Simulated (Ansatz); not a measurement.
**SiEt(NMe2)3 (C8H23N3Si): a spread of methods and bases**

Aim: run SiEt(NMe2)3 (C8H23N3Si) under a spread of inputs, and see what each costs and gives.

The runs use Ansatz 0.2.0, Gaussian basis; the settings change from run to run.

## (1) The molecule

The structure was relaxed beforehand with PBE-D4/def2-SVP.

35 atoms, charge 0, spin multiplicity 1.

Atoms are counted from 1 here; the program's logs count them from 0.

Bond lengths: Si1–C2 1.903 Å, Si1–N9 1.759 Å, Si1–N18 1.755 Å, Si1–N27 1.756 Å, C2–C3 1.537 Å, C2–H4 1.113 Å, C2–H5 1.112 Å, C3–H6 1.110 Å, C3–H7 1.110 Å, C3–H8 1.109 Å, N9–C10 1.448 Å, N9–C11 1.446 Å, C10–H12 1.120 Å, C10–H13 1.109 Å, C10–H14 1.118 Å, C11–H15 1.108 Å, C11–H16 1.118 Å, C11–H17 1.120 Å and more. Angles: C2–Si1–N9 112.0°, C2–Si1–N18 109.2°, C2–Si1–N27 109.0°, N9–Si1–N18 105.2°, N9–Si1–N27 109.5°, N18–Si1–N27 112.0°, Si1–C2–C3 114.2°, Si1–C2–H4 110.1°, Si1–C2–H5 106.4°, C3–C2–H4 110.7°, C3–C2–H5 109.5°, H4–C2–H5 105.5°, C2–C3–H6 111.9°, C2–C3–H7 112.2°, C2–C3–H8 111.4°, H6–C3–H7 107.0°, H6–C3–H8 107.4°, H7–C3–H8 106.5° and more.

Coordinates:

```xyz
35

Si   -0.1522    0.0979    0.2053
C    -0.0722    0.0906    2.1063
C     1.1337   -0.6682    2.6838
H    -1.0234   -0.3030    2.5282
H    -0.0262    1.1562    2.4220
H     1.1693   -0.6085    3.7918
H     1.1193   -1.7457    2.4165
H     2.0909   -0.2609    2.2984
N     1.4501    0.1282   -0.5208
C     2.3474    1.2425   -0.2967
C     2.0792   -1.0328   -1.1095
H     3.1935    0.9848    0.3901
H     1.7984    2.0968    0.1497
H     2.8072    1.6043   -1.2491
H     1.3376   -1.8448   -1.2430
H     2.5154   -0.8026   -2.1130
H     2.9142   -1.4368   -0.4820
N    -0.9288    1.5763   -0.3333
C    -2.0944    2.0995    0.3475
C    -0.6726    2.1997   -1.6144
H    -2.0015    3.1957    0.5418
H    -2.2404    1.6016    1.3270
H    -3.0359    1.9542   -0.2395
H     0.2039    1.7260   -2.0982
H    -1.5410    2.1106   -2.3154
H    -0.4602    3.2917   -1.5078
N    -1.0145   -1.3330   -0.3363
C    -1.0668   -2.5867    0.3827
C    -1.5265   -1.4101   -1.6893
H    -2.1045   -2.9994    0.4014
H    -0.7463   -2.4570    1.4347
H    -0.4156   -3.3796   -0.0676
H    -1.5432   -0.4054   -2.1562
H    -0.9212   -2.0802   -2.3519
H    -2.5721   -1.8019   -1.7033
```

## (2) CAM-B3LYP/def2-mTZVP

Set apart from the defaults: charge -1, multiplicity 2, atoms shaken by 0.08 Å, a point charge of 1.00 e beside it, high accuracy.

in.yaml

```yaml
crystal:
  periodic: [false, false, false]
  atoms:
    - {symbol: Si, position_ang: [-0.133410, 0.111906, 0.220480]}
    - {symbol: C, position_ang: [-0.056354, 0.116010, 2.020882]}
    - {symbol: C, position_ang: [1.222059, -0.610621, 2.769903]}
    - {symbol: H, position_ang: [-1.015386, -0.337529, 2.586464]}
    - {symbol: H, position_ang: [-0.194383, 1.042143, 2.338717]}
    - {symbol: H, position_ang: [1.217636, -0.560695, 3.816177]}
    - {symbol: H, position_ang: [1.116668, -1.712862, 2.540285]}
    - {symbol: H, position_ang: [1.978863, -0.191816, 2.286948]}
    - {symbol: N, position_ang: [1.356498, 0.109483, -0.430403]}
    - {symbol: C, position_ang: [2.355763, 1.410636, -0.310865]}
    - {symbol: C, position_ang: [2.096792, -1.024713, -0.979269]}
    - {symbol: H, position_ang: [3.138974, 0.873714, 0.300615]}
    - {symbol: H, position_ang: [1.733335, 2.109446, 0.311635]}
    - {symbol: H, position_ang: [2.899861, 1.643429, -1.296823]}
    - {symbol: H, position_ang: [1.374674, -1.766871, -1.249012]}
    - {symbol: H, position_ang: [2.555862, -0.864677, -2.108538]}
    - {symbol: H, position_ang: [2.893166, -1.215010, -0.615167]}
    - {symbol: N, position_ang: [-1.037825, 1.588288, -0.441763]}
    - {symbol: C, position_ang: [-2.153584, 1.952611, 0.420339]}
    - {symbol: C, position_ang: [-0.781695, 2.283454, -1.633004]}
    - {symbol: H, position_ang: [-2.102191, 3.188772, 0.520682]}
    - {symbol: H, position_ang: [-2.277870, 1.496500, 1.375268]}
    - {symbol: H, position_ang: [-3.165278, 1.989666, -0.195344]}
    - {symbol: H, position_ang: [0.186950, 1.792999, -2.168895]}
    - {symbol: H, position_ang: [-1.619466, 2.096207, -2.229633]}
    - {symbol: H, position_ang: [-0.465447, 3.232424, -1.629163]}
    - {symbol: N, position_ang: [-0.888888, -1.205345, -0.395171]}
    - {symbol: C, position_ang: [-1.043695, -2.623139, 0.353174]}
    - {symbol: C, position_ang: [-1.563850, -1.327524, -1.664896]}
    - {symbol: H, position_ang: [-2.101495, -2.879609, 0.478896]}
    - {symbol: H, position_ang: [-0.718159, -2.512308, 1.440525]}
    - {symbol: H, position_ang: [-0.301438, -3.289166, 0.033565]}
    - {symbol: H, position_ang: [-1.642294, -0.528383, -2.174778]}
    - {symbol: H, position_ang: [-0.829188, -2.015407, -2.282745]}
    - {symbol: H, position_ang: [-2.568222, -1.734472, -1.745590]}
basis:
  gaussian: {orbitals: def2-mTZVP, point_charges: [{charge: 1.00, position_ang: [6.112, 0.971, 0.952]}]}
total_charge: -1
magnetization: {spin_polarized: true, initial_magnetization: 1}
hamiltonian: {xc: {name: CAM-B3LYP}}
accuracy: high
scf: {omitted_lower_state_checks: [starts]}
```

The run is started by

```
> ansatz run in.yaml --threads 2 --pin off --events-out ev --progress --plain --max-ram 22528MiB --backend cuda --devices 0, --max-vram 18GiB
```

The program printed:

```text
Functional definition: CAM-B3LYP
  name "CAM-B3LYP"
  cite "Yanai, Tew & Handy, Chem. Phys. Lett. 393, 51 (2004) doi:10.1016/j.cplett.2004.06.011"
  cite "Iikura, Tsuneda, Yanai & Hirao, J. Chem. Phys. 115, 3540 (2001) doi:10.1063/1.1383587"
  cite "Becke, Phys. Rev. A 38, 3098 (1988) doi:10.1103/PhysRevA.38.3098"
  cite "Lee, Yang & Parr, Phys. Rev. B 37, 785 (1988) doi:10.1103/PhysRevB.37.785"
  cite "Vosko, Wilk & Nusair, Can. J. Phys. 58, 1200 (1980) doi:10.1139/p80-159"
  parameter alpha = 0.19
  parameter beta = 0.46
  parameter omega = 0.33/bohr
  parameter ac = 0.81
  # Exact exchange under (alpha + beta erf(omega r))/r, Becke's under what is left of 1/r.
  exchange = (1 - alpha - beta)*b88_x + beta*b88_x_sr(omega) + alpha*exact_x + beta*exact_x_lr(omega)
  correlation = (1 - ac)*vwn5_c + ac*lyp_c
these checks for a lower state are left out or cut short: starts
6610 factors; integrals over basis functions are off by at most 6.5e-8 eV
1087 factors; integrals over basis functions are off by at most 2.7e-9 eV
mean field evaluation 1: about -20995.5283 eV, gradient 6.1e1 eV
mean field evaluation 2: about -20995.7247 eV, gradient 6.0e1 eV
mean field evaluation 4: about -21012.1711 eV, gradient 4.0e0 eV
mean field evaluation 8: about -21012.3088 eV, gradient 3.8e-1 eV
mean field evaluation 16: about -21012.3182 eV, gradient 3.7e-3 eV
mean field evaluation 32: about -21012.3182 eV, gradient 9.8e-7 eV
mean field -21012.31815865 eV, -772.1884496697 hartree, gradient 1.9e-8 eV, S^2 0.751248; 0 other end points of the search recorded, 0 dependent functions left out
reference -21012.31819376 eV, -772.1884509597 hartree; 54, 53 occupied and 246, 247 virtual orbitals, 6610 factors
Total energy: -21012.31819376 eV, -772.1884509597 hartree
Checks for a lower state left out: starts
```

Run time: 15 s. Hardware: 1 × H100 (card shared with other runs) with 2 threads of AMD EPYC 7R13, shared host; peak host memory 1.8 GiB.

⟨S²⟩ 0.751.

## (3) wB97M-V/aug-cc-pVDZ

Set apart from the defaults: multiplicity 3, density fitting with def2-universal-jkfit, relativity set to none.

in.yaml

```yaml
crystal:
  periodic: [false, false, false]
  atoms:
    - {symbol: Si, position_ang: [-0.152207, 0.097871, 0.205335]}
    - {symbol: C, position_ang: [-0.072226, 0.090611, 2.106330]}
    - {symbol: C, position_ang: [1.133687, -0.668193, 2.683788]}
    - {symbol: H, position_ang: [-1.023429, -0.302982, 2.528183]}
    - {symbol: H, position_ang: [-0.026169, 1.156206, 2.421979]}
    - {symbol: H, position_ang: [1.169282, -0.608547, 3.791831]}
    - {symbol: H, position_ang: [1.119306, -1.745750, 2.416471]}
    - {symbol: H, position_ang: [2.090918, -0.260934, 2.298400]}
    - {symbol: N, position_ang: [1.450065, 0.128155, -0.520758]}
    - {symbol: C, position_ang: [2.347362, 1.242467, -0.296691]}
    - {symbol: C, position_ang: [2.079194, -1.032819, -1.109548]}
    - {symbol: H, position_ang: [3.193490, 0.984793, 0.390058]}
    - {symbol: H, position_ang: [1.798355, 2.096810, 0.149651]}
    - {symbol: H, position_ang: [2.807161, 1.604333, -1.249054]}
    - {symbol: H, position_ang: [1.337600, -1.844778, -1.242968]}
    - {symbol: H, position_ang: [2.515365, -0.802587, -2.113000]}
    - {symbol: H, position_ang: [2.914213, -1.436791, -0.481951]}
    - {symbol: N, position_ang: [-0.928801, 1.576339, -0.333346]}
    - {symbol: C, position_ang: [-2.094433, 2.099485, 0.347521]}
    - {symbol: C, position_ang: [-0.672648, 2.199739, -1.614435]}
    - {symbol: H, position_ang: [-2.001453, 3.195710, 0.541779]}
    - {symbol: H, position_ang: [-2.240374, 1.601607, 1.327034]}
    - {symbol: H, position_ang: [-3.035908, 1.954241, -0.239486]}
    - {symbol: H, position_ang: [0.203863, 1.726041, -2.098171]}
    - {symbol: H, position_ang: [-1.541040, 2.110627, -2.315418]}
    - {symbol: H, position_ang: [-0.460216, 3.291696, -1.507806]}
    - {symbol: N, position_ang: [-1.014504, -1.332988, -0.336345]}
    - {symbol: C, position_ang: [-1.066837, -2.586710, 0.382729]}
    - {symbol: C, position_ang: [-1.526548, -1.410130, -1.689277]}
    - {symbol: H, position_ang: [-2.104545, -2.999446, 0.401387]}
    - {symbol: H, position_ang: [-0.746280, -2.456991, 1.434750]}
    - {symbol: H, position_ang: [-0.415615, -3.379623, -0.067563]}
    - {symbol: H, position_ang: [-1.543241, -0.405383, -2.156168]}
    - {symbol: H, position_ang: [-0.921235, -2.080177, -2.351948]}
    - {symbol: H, position_ang: [-2.572139, -1.801893, -1.703303]}
basis:
  gaussian: {orbitals: aug-cc-pVDZ, fitting: {mean_field: def2-universal-jkfit}}
magnetization: {spin_polarized: true, initial_magnetization: 2}
hamiltonian: {xc: {name: wB97M-V}, pseudopotentials: {relativity: none}}
scf: {omitted_lower_state_checks: [starts]}
output: {forces: true}
```

The command is unchanged.

The program printed:

```text
Functional definition: wB97M-V
  name "wB97M-V"
  cite "Mardirossian & Head-Gordon, J. Chem. Phys. 144, 214110 (2016) doi:10.1063/1.4952647"
  cite "Becke, J. Chem. Phys. 107, 8554 (1997) doi:10.1063/1.475007"
  cite "Vydrov & Van Voorhis, J. Chem. Phys. 133, 244103 (2010) doi:10.1063/1.3521275"
  # Of w^i u^j: cxij and so on, Table III.
  parameter omega = 0.3/bohr
  parameter cx = 0.15
  parameter cx01 = 1.007
  parameter cx10 = 0.259
  parameter css00 = 0.443
  parameter css04 = -1.437
  parameter css10 = -4.535
  parameter css20 = -3.390
  parameter css43 = 4.278
  parameter cos00 = 1.000
  parameter cos10 = 1.358
  parameter cos20 = 2.924
  parameter cos21 = -8.812
  parameter cos60 = -1.390
  parameter cos61 = 9.142
  parameter b = 6.0
  parameter c = 0.01
  gx(w, u) = 1 - cx + cx01*u + cx10*w
  gss(w, u) = css00 + css04*u^4 + css10*w + css20*w^2 + css43*w^4*u^3
  gos(w, u) = cos00 + cos10*w + (cos20 + cos21*u)*w^2 + (cos60 + cos61*u)*w^6
  exchange = spin_sum(e_x_unif_sr(omega)*gx(b97_w, b97_u_x)) + cx*exact_x_sr(omega) + exact_x_lr(omega)
  correlation = spin_sum(e_c_pw_mod_same_spin*gss(b97_w, b97_u_same))
      + integral(e_c_pw_mod_opposite_spin*gos(b97_w_opposite, b97_u_opposite)) + vv10(b, c)
these checks for a lower state are left out or cut short: starts
1373 factors; integrals over basis functions are off by at most 2.4e-1 eV
1373 factors; integrals over basis functions are off by at most 5.9e-5 eV
mean field evaluation 1: about -20989.9174 eV, gradient 6.0e1 eV
mean field evaluation 2: about -20992.9931 eV, gradient 5.7e1 eV
mean field evaluation 4: about -21008.6613 eV, gradient 4.4e0 eV
mean field evaluation 8: about -21008.8697 eV, gradient 4.9e-1 eV
mean field evaluation 16: about -21008.9173 eV, gradient 2.5e-1 eV
mean field -21009.05783640 eV, -772.0686350368 hartree, gradient 1.3e-5 eV, S^2 2.005069; 0 other end points of the search recorded, 0 dependent functions left out
the calculation of the forces begins
reference -21009.05791905 eV, -772.0686380741 hartree; 54, 52 occupied and 433, 435 virtual orbitals, 1373 factors
Total energy: -21009.05791905 eV, -772.0686380741 hartree
Atom 0 at    -0.152207     0.097871     0.205335 Å, force     1.941951     3.259186     1.160875 eV/Å
Atom 1 at    -0.072226     0.090611     2.106330 Å, force    -0.523844     0.019462    -0.069716 eV/Å
Atom 2 at     1.133687    -0.668193     2.683788 Å, force     0.369235    -0.261762     0.039103 eV/Å
Atom 3 at    -1.023429    -0.302982     2.528183 Å, force     0.329755     0.138711    -0.072506 eV/Å
Atom 4 at    -0.026169     1.156206     2.421979 Å, force    -0.032993    -0.349618    -0.206748 eV/Å
Atom 5 at     1.169282    -0.608547     3.791831 Å, force    -0.097489     0.017733    -0.433945 eV/Å
Atom 6 at     1.119306    -1.745750     2.416471 Å, force     0.003617     0.368036     0.102315 eV/Å
Atom 7 at     2.090918    -0.260934     2.298400 Å, force    -0.360026    -0.110584     0.115226 eV/Å
Atom 8 at     1.450065     0.128155    -0.520758 Å, force    -0.860579    -0.544464    -0.034050 eV/Å
Atom 9 at     2.347362     1.242467    -0.296691 Å, force     0.304269     0.566783     0.222443 eV/Å
Atom 10 at     2.079194    -1.032819    -1.109548 Å, force     0.479647    -0.511010    -0.269144 eV/Å
Atom 11 at     3.193490     0.984793     0.390058 Å, force    -0.427616     0.017083    -0.287325 eV/Å
Atom 12 at     1.798355     2.096810     0.149651 Å, force     0.174556    -0.279309    -0.131242 eV/Å
Atom 13 at     2.807161     1.604333    -1.249054 Å, force    -0.282356    -0.238097     0.339384 eV/Å
Atom 14 at     1.337600    -1.844778    -1.242968 Å, force     0.353644     0.170558    -0.031406 eV/Å
Atom 15 at     2.515365    -0.802587    -2.113000 Å, force    -0.266816    -0.058209     0.413107 eV/Å
Atom 16 at     2.914213    -1.436791    -0.481951 Å, force    -0.407812     0.184077    -0.199000 eV/Å
Atom 17 at    -0.928801     1.576339    -0.333346 Å, force     0.097839    -0.740473     0.234938 eV/Å
Atom 18 at    -2.094433     2.099485     0.347521 Å, force    -0.728265     0.318994     0.346289 eV/Å
Atom 19 at    -0.672648     2.199739    -1.614435 Å, force     0.091770     0.186180    -0.729572 eV/Å
Atom 20 at    -2.001453     3.195710     0.541779 Å, force     0.077414    -0.466448    -0.114599 eV/Å
Atom 21 at    -2.240374     1.601607     1.327034 Å, force     0.062974     0.147482    -0.335891 eV/Å
Atom 22 at    -3.035908     1.954241    -0.239486 Å, force     0.452702     0.010351     0.213841 eV/Å
Atom 23 at     0.203863     1.726041    -2.098171 Å, force    -0.298338     0.184308     0.160011 eV/Å
Atom 24 at    -1.541040     2.110627    -2.315418 Å, force     0.329815     0.004843     0.350368 eV/Å
Atom 25 at    -0.460216     3.291696    -1.507806 Å, force    -0.092715    -0.488065     0.094031 eV/Å
Atom 26 at    -1.014504    -1.332988    -0.336345 Å, force    -0.418488    -2.701912    -1.565724 eV/Å
Atom 27 at    -1.066837    -2.586710     0.382729 Å, force    -0.207049    -0.182030     1.224922 eV/Å
Atom 28 at    -1.526548    -1.410130    -1.689277 Å, force    -0.578713     0.778689    -0.707585 eV/Å
Atom 29 at    -2.104545    -2.999446     0.401387 Å, force     0.270648     0.247483    -0.284269 eV/Å
Atom 30 at    -0.746280    -2.456991     1.434750 Å, force    -0.054374     0.095684    -0.384844 eV/Å
Atom 31 at    -0.415615    -3.379623    -0.067563 Å, force    -0.190904     0.496333    -0.282950 eV/Å
Atom 32 at    -1.543241    -0.405383    -2.156168 Å, force     0.096495    -0.257904     0.256851 eV/Å
Atom 33 at    -0.921235    -2.080177    -2.351948 Å, force    -0.044827     0.010605     0.625886 eV/Å
Atom 34 at    -2.572139    -1.801893    -1.703303 Å, force     0.436873    -0.032696     0.240925 eV/Å
Dipole moment:     0.717565     1.187034     0.295072 e Å
Checks for a lower state left out: starts
```

Run time: 16 s. Hardware: 1 × H100 (card shared with other runs) with 2 threads of AMD EPYC 7R13, shared host; peak host memory 1.7 GiB.

Largest force 3.968 eV/Å, dipole 6.81 D, ⟨S²⟩ 2.005.

## (4) PBE0/def2-SVPD

This run has density fitting with def2-universal-jkfit.

in.yaml, as its differences from that of step 3:

```diff
@@ -39,5 +39,4 @@
 basis:
-  gaussian: {orbitals: aug-cc-pVDZ, fitting: {mean_field: def2-universal-jkfit}}
-magnetization: {spin_polarized: true, initial_magnetization: 2}
-hamiltonian: {xc: {name: wB97M-V}, pseudopotentials: {relativity: none}}
+  gaussian: {orbitals: def2-SVPD, fitting: {mean_field: def2-universal-jkfit}}
+hamiltonian: {xc: {name: PBE0}}
 scf: {omitted_lower_state_checks: [starts]}
```

Launched as before.

The program printed, cut to the lines that bear on the results:

```text
Functional definition: PBE0
  name "PBE0"
  cite "Adamo & Barone, J. Chem. Phys. 110, 6158 (1999) doi:10.1063/1.478522"
  cite "Perdew, Burke & Ernzerhof, Phys. Rev. Lett. 77, 3865 (1996) doi:10.1103/PhysRevLett.77.3865"
  parent pbe
[...]
1373 factors; integrals over basis functions are off by at most 2.4e-1 eV
[...]
mean field -20990.61189621 eV, -771.3907592381 hartree, gradient 3.7e-5 eV, S^2 0.000000; 0 other end points of the search recorded, 0 dependent functions left out
[...]
reference -20990.61195038 eV, -771.3907612287 hartree; 53, 53 occupied and 375, 375 virtual orbitals, 1373 factors
Total energy: -20990.61195038 eV, -771.3907612287 hartree
Atom 0 at    -0.152207     0.097871     0.205335 Å, force     0.036161    -0.013280    -0.222835 eV/Å
Atom 1 at    -0.072226     0.090611     2.106330 Å, force    -0.091168     0.088294     0.093479 eV/Å
[...]
Atom 26 at    -1.014504    -1.332988    -0.336345 Å, force     0.011006    -0.006948    -0.021679 eV/Å
Atom 27 at    -1.066837    -2.586710     0.382729 Å, force    -0.010104    -0.120935     0.055135 eV/Å
Atom 28 at    -1.526548    -1.410130    -1.689277 Å, force    -0.053980    -0.023653    -0.109694 eV/Å
Atom 29 at    -2.104545    -2.999446     0.401387 Å, force     0.328056     0.170371    -0.019728 eV/Å
Atom 30 at    -0.746280    -2.456991     1.434750 Å, force    -0.107200    -0.023526    -0.344075 eV/Å
Atom 31 at    -0.415615    -3.379623    -0.067563 Å, force    -0.199699     0.290382     0.116016 eV/Å
Atom 32 at    -1.543241    -0.405383    -2.156168 Å, force     0.015215    -0.314840     0.155699 eV/Å
Atom 33 at    -0.921235    -2.080177    -2.351948 Å, force    -0.173141     0.214027     0.252584 eV/Å
Atom 34 at    -2.572139    -1.801893    -1.703303 Å, force     0.341762     0.126640     0.039166 eV/Å
Dipole moment:    -0.021040    -0.018330     0.020286 e Å
Checks for a lower state left out: starts
```

Run time: 3.5 s. Hardware: 1 × H100 (card shared with other runs) with 2 threads of AMD EPYC 7R13, shared host; peak host memory 0.93 GiB.

Largest force 0.382 eV/Å, dipole 0.17 D.

## (5) wB97X-V/def2-SVPD

Set apart from the defaults: density fitting with def2-universal-jkfit.

in.yaml, as its differences from that of step 4:

```diff
@@ -40,3 +40,3 @@
   gaussian: {orbitals: def2-SVPD, fitting: {mean_field: def2-universal-jkfit}}
-hamiltonian: {xc: {name: PBE0}}
+hamiltonian: {xc: {name: wB97X-V}}
 scf: {omitted_lower_state_checks: [starts]}
```

Same command.

The program printed, cut to the lines that bear on the results:

```text
Functional definition: wB97X-V
  name "wB97X-V"
  cite "Mardirossian & Head-Gordon, Phys. Chem. Chem. Phys. 16, 9904 (2014) doi:10.1039/C3CP54374A"
  cite "Becke, J. Chem. Phys. 107, 8554 (1997) doi:10.1063/1.475007"
  cite "Vydrov & Van Voorhis, J. Chem. Phys. 133, 244103 (2010) doi:10.1063/1.3521275"
[...]
      + integral(e_c_pw_opposite_spin*poly(b97_u_opposite, cos0, cos1)) + vv10(b, c)
[...]
1373 factors; integrals over basis functions are off by at most 2.4e-1 eV
1373 factors; integrals over basis functions are off by at most 1.2e-6 eV
[...]
mean field -21005.14910671 eV, -771.9249918700 hartree, gradient 1.6e-5 eV, S^2 0.000000; 0 other end points of the search recorded, 0 dependent functions left out
[...]
reference -21005.14910333 eV, -771.9249917461 hartree; 53, 53 occupied and 375, 375 virtual orbitals, 1373 factors
Total energy: -21005.14910333 eV, -771.9249917461 hartree
[...]
Atom 26 at    -1.014504    -1.332988    -0.336345 Å, force     0.102152     0.241829     0.100511 eV/Å
Atom 27 at    -1.066837    -2.586710     0.382729 Å, force    -0.019079    -0.345923     0.177426 eV/Å
Atom 28 at    -1.526548    -1.410130    -1.689277 Å, force    -0.140203    -0.043227    -0.339718 eV/Å
Atom 29 at    -2.104545    -2.999446     0.401387 Å, force     0.291200     0.166417    -0.022254 eV/Å
Atom 30 at    -0.746280    -2.456991     1.434750 Å, force    -0.093730    -0.013194    -0.291670 eV/Å
Atom 31 at    -0.415615    -3.379623    -0.067563 Å, force    -0.163893     0.279238     0.085749 eV/Å
Atom 32 at    -1.543241    -0.405383    -2.156168 Å, force     0.016488    -0.250736     0.129277 eV/Å
Atom 33 at    -0.921235    -2.080177    -2.351948 Å, force    -0.132370     0.189046     0.243753 eV/Å
Atom 34 at    -2.572139    -1.801893    -1.703303 Å, force     0.306598     0.117296     0.048435 eV/Å
Dipole moment:    -0.020433    -0.022207     0.012897 e Å
Checks for a lower state left out: starts
```

It took 6.5 s on 1 × H100 (card shared with other runs) with 2 threads of AMD EPYC 7R13, shared host; peak host memory 1 GiB.

Largest force 0.399 eV/Å, dipole 0.16 D.

## (6) The runs in one table

```csv
level,charge,multiplicity,geometry,functions,energy (eV),time
CAM-B3LYP/def2-mTZVP,-1,2,"shaken, point charge",300,-21012.318,15 s
wB97M-V/aug-cc-pVDZ,0,3,relaxed,487,-21009.058,16 s
PBE0/def2-SVPD,0,1,relaxed,428,-20990.612,3.5 s
wB97X-V/def2-SVPD,0,1,relaxed,428,-21005.149,6.5 s
```

## (7) Outcome

```
                                         quantity                      value
                                             runs                          4
                                         quickest      PBE0/def2-SVPD, 3.5 s
                                          slowest  wB97M-V/aug-cc-pVDZ, 16 s
spread of total energies, same state and geometry                    14.5 eV
                  dipole, same state and geometry             0.16 to 0.17 D
```

In words: Run time spans a factor of 4, from PBE0/def2-SVPD to wB97M-V/aug-cc-pVDZ. The jobs differ in tasks and options as well as level. Total energies at one charge and spin differ by 15 eV between levels, so only differences within one level mean anything. At the PBE-D4/def2-SVP geometry and in the same state, runs without warnings or point charges leave forces up to 0.40 eV/Å (wB97X-V/def2-SVPD).
